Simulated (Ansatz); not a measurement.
**C2H7GeN: one species, many methods**

How much do the methods differ for C2H7GeN? The plan is to run it at one geometry with functionals of several rungs and with coupled cluster. The yardstick is the atomisation energy at the CCSD(T) limit.

The runs use Ansatz 0.2.0, Gaussian basis; functionals in def2-TZVPP, the program's frozen cores in correlated methods.

Levels to be run: PBE-D4, r2SCAN-D4, PBE0-D4, B3LYP-D4, ωB97X-V, ωB97M-V, B2PLYP; CCSD(T)/def2-TZVPP; MP2/def2-QZVPP; extrapolation to the limit.

## (1) Structure used throughout

All runs share one geometry, relaxed beforehand with PBE0-D4 in a triple-zeta def2 set.

SMILES `[CH3][GeH2][CH]=N`, 11 atoms, charge 0, spin multiplicity 1.

Atoms are counted from 1 here; the program's logs count them from 0.

Bond lengths: C1–Ge2 1.951 Å, C1–H5 1.091 Å, C1–H6 1.090 Å, C1–H7 1.091 Å, Ge2–C3 1.975 Å, Ge2–H8 1.541 Å, Ge2–H9 1.541 Å, C3–N4 1.266 Å, C3–H10 1.097 Å, N4–H11 1.023 Å. Angles: Ge2–C1–H5 110.7°, Ge2–C1–H6 109.9°, Ge2–C1–H7 110.7°, H5–C1–H6 108.3°, H5–C1–H7 108.9°, H6–C1–H7 108.3°, C1–Ge2–C3 108.2°, C1–Ge2–H8 111.1°, C1–Ge2–H9 111.1°, C3–Ge2–H8 109.1°, C3–Ge2–H9 109.1°, H8–Ge2–H9 108.1°, Ge2–C3–N4 125.9°, Ge2–C3–H10 118.0°, N4–C3–H10 116.1°, C3–N4–H11 111.7°.

## (2) PBE-D4 (GGA)

The input, in.yaml:

```yaml
crystal:
  periodic: [false, false, false]
  atoms:
    - {symbol: C, position_ang: [-1.293707, 0.743681, -0.264380]}
    - {symbol: Ge, position_ang: [0.216824, 0.292341, 0.884764]}
    - {symbol: C, position_ang: [1.375719, -0.976936, -0.088430]}
    - {symbol: N, position_ang: [1.170906, -1.424159, -1.254766]}
    - {symbol: H, position_ang: [-0.948834, 1.213107, -1.187090]}
    - {symbol: H, position_ang: [-1.955337, 1.442576, 0.248355]}
    - {symbol: H, position_ang: [-1.867883, -0.149883, -0.514564]}
    - {symbol: H, position_ang: [1.034501, 1.547741, 1.245968]}
    - {symbol: H, position_ang: [-0.259338, -0.362521, 2.196083]}
    - {symbol: H, position_ang: [2.282131, -1.336092, 0.413376]}
    - {symbol: H, position_ang: [0.310318, -1.046656, -1.658517]}
basis:
  gaussian: {orbitals: def2-TZVPP}
hamiltonian: {xc: pbe, dispersion: d4}
output: {forces: true, orbitals: {seedname: orbitals}}
```

The run is started by

```
$ ansatz run in.yaml --threads 4 --pin off --events-out ev --progress --plain --max-ram 10444MiB
```

The runs that follow: r2SCAN-D4 (meta-GGA); PBE0-D4 (hybrid); B3LYP-D4 (hybrid); ωB97X-V (range-separated); ωB97M-V (range-separated); B2PLYP (double hybrid); CCSD(T) in def2-TZVPP; MP2 in def2-QZVPP.

Q: Predict the results of all the runs planned. Wanted: atomisation energy, CCSD(T)/CBS; farthest; mean size of error, hybrid; mean size of error, range-separated; gap, smallest and largest; T1 diagnostic; triples share of the correlation energy.

The runs gave:

| quantity | value |
| --- | --- |
| atomisation energy, CCSD(T)/CBS | 920.6 kcal/mol |
| functionals within 9.2 kcal/mol (1.0 %) | r2SCAN-D4, PBE0-D4, B3LYP-D4, ωB97X-V, ωB97M-V |
| farthest | PBE-D4 (+14.9 kcal/mol) |
| mean size of error, hybrid | 0.8 kcal/mol |
| mean size of error, range-separated | 1.7 kcal/mol |
| gap, smallest and largest | 3.90 eV (PBE-D4), 11.09 eV (ωB97X-V) |
| T1 diagnostic | 0.0118 |
| triples share of the correlation energy | 4.0 % |

What this shows: PBE-D4 misses by +14.9 kcal/mol. Double hybrids carry the basis error of their MP2 part in triple zeta, and no dispersion term here, so their miss is partly the set-up's. The reference freezes the cores and leaves out relativity and excitations past (T), and its outer-core shells are covered unevenly, so misses under about 9.2 kcal/mol can't be ranked. Hartree-Fock recovers 71 % of the binding; the rest is correlation. The gap grows from 3.9 to 11.1 eV across the functionals, mostly with the share of exact exchange. Correlated methods include outer-core shells of Ge, which these sets cover unevenly.
